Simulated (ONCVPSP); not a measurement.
# Pseudopotential generation for Zn: ONCV, PBEsol

Do these settings give a usable potential? It is generated, then checked for transferability, scattering, ghosts and hardness.

Program: ONCVPSP 4.0.1.1 (patched build). Reference atom: PBEsol, scalar-relativistic, spherical and spin-unpolarised. All values are calculated.

## 1. Settings

Typed settings, in words:

* element: zinc (Zn, Z = 30)
* type: optimised norm-conserving Vanderbilt (ONCV)
* frozen core: [Ne]
* valence charge: 20
* reference configuration: 3s2 3p6 3d10 (charge +2)
* partial waves: 3s: rc 0.85 bohr, ncon 3, nbas 7, qcut 13 1/bohr, 2 projectors, debl 3.4 Ha; 3p: rc 1.10 bohr, ncon 4, nbas 8, qcut 12.5 1/bohr, 2 projectors, debl 1.3 Ha; 3d: rc 0.85 bohr, ncon 3, nbas 8, qcut 14.6 1/bohr, local
* local potential: the d channel
* core correction: Teter function, fcfact 1.5, rcfact 1.4

The outer shells as boxes (Hund's rule for the drawing; the calculation is spin-unpolarised):

```
[Ne] core
3s [↑↓]
3p [↑↓][↑↓][↑↓]
3d [↑↓][↑↓][↑↓][↑↓][↑↓]
```

The nodes and maxima of the atom's own shells, from an earlier all-electron run, set the scale for the radii.

All-electron outer shells of the reference configuration (PBEsol, scalar-relativistic, ld1.x):

| shell | level (eV) | outermost node (bohr) | outermost maximum (bohr) |
| --- | --- | --- | --- |
| 3s | -149.76 | 0.28 | 0.59 |
| 3p | -104.12 | 0.25 | 0.59 |
| 3d | -30.83 | – | 0.57 |
| 4s | -22.83 | 0.84 | 1.89 |
| 4p | -15.43 | 0.91 | 2.28 |

## 2. The generation run

File Zn.dat:

```
# ATOM AND REFERENCE CONFIGURATION
# atsym  z   nc   nv     iexc    psfile
  Zn 30.00    3    3  -116133      upf
#
#   n    l    f
    1    0    2.00
    2    0    2.00
    2    1    6.00
    3    0    2.00
    3    1    6.00
    3    2   10.00
#
# PSEUDOPOTENTIAL AND OPTIMIZATION
# lmax
    2
#
#   l,   rc,      ep,       ncon, nbas, qcut
    0    0.85    0.00    3    7   13.00
    1    1.10    0.00    4    8   12.50
    2    0.85    0.00    3    8   14.60
#
# LOCAL POTENTIAL
# lloc, lpopt,  rc(5),   dvloc0
    2    5    0.85    0.00
#
# VANDERBILT-KLEINMAN-BYLANDER PROJECTORs
# l, nproj, debl
    0    2    3.40
    1    2    1.30
    2    0    0.40
#
# MODEL CORE CHARGE
# icmod, fcfact, rcfact
    3    1.50    1.40
#
# LOG DERIVATIVE ANALYSIS
# epsh1, epsh2, depsh
   -7.00    5.00    0.04
#
# OUTPUT GRID
# rlmax, drl
    6.00    0.01
#
# TEST CONFIGURATIONS
# ncnf
    4
# nvcnf
#   n    l    f
    4
    3    0    2.00
    3    1    6.00
    3    2   10.00
    4    0    2.00
#
    4
    3    0    2.00
    3    1    6.00
    3    2   10.00
    4    0    1.00
#
    3
    3    0    2.00
    3    1    6.00
    3    2    9.00
#
    5
    3    0    2.00
    3    1    6.00
    3    2   10.00
    4    0    1.00
    4    1    1.00
#
```

The run is started by

```console
oncvpsp.x < Zn.dat > Zn.out
```

Q: Predict the outcome of this session. Wanted: cutoffs for 1 and 0.1 mHa per electron, occupied waves; bound ghosts; GHOST(+) flags; largest test error; largest phase difference near zero energy, channels read; rms error of d²Exc/dn², without and with the model core; projector energies reset by the program.

The runs gave:

```
                                                quantity                                     value
  cutoffs for 1 and 0.1 mHa per electron, occupied waves                          98 Ha and 200 Ha
                                            bound ghosts                           s at -247.31 eV
                                          GHOST(+) flags                        none at low energy
                            largest test error (AE − PS)                  -22 meV, for 3s2 3p6 3d9
largest phase difference near zero energy, channels read                                 0.010 rad
 rms error of d²Exc/dn², without and with the model core                         2.66 and 1.83 mHa
                 projector energies reset by the program  s: -5.504, 0.250 Ha; p: -3.826, 0.250 Ha
```

In words: It has a bound ghost (s), a state that the atom doesn't have, and that rules the file out. The worst unpolarised test, 3s2 3p6 3d9, is off by 22 meV on 40.5 eV; by total energies transferability rates as good. Atomic tests can pass in spite of a ghost, since they solve only for the levels asked. The potential is very hard: the looser tolerance needs 98 Ha. At the looser tolerance the 3d wave is the slowest; 3s needs 66 Ha. Near zero energy the phases of the channels with partial waves agree within 0.010 rad. All of this concerns the isolated atom, not yet a solid.
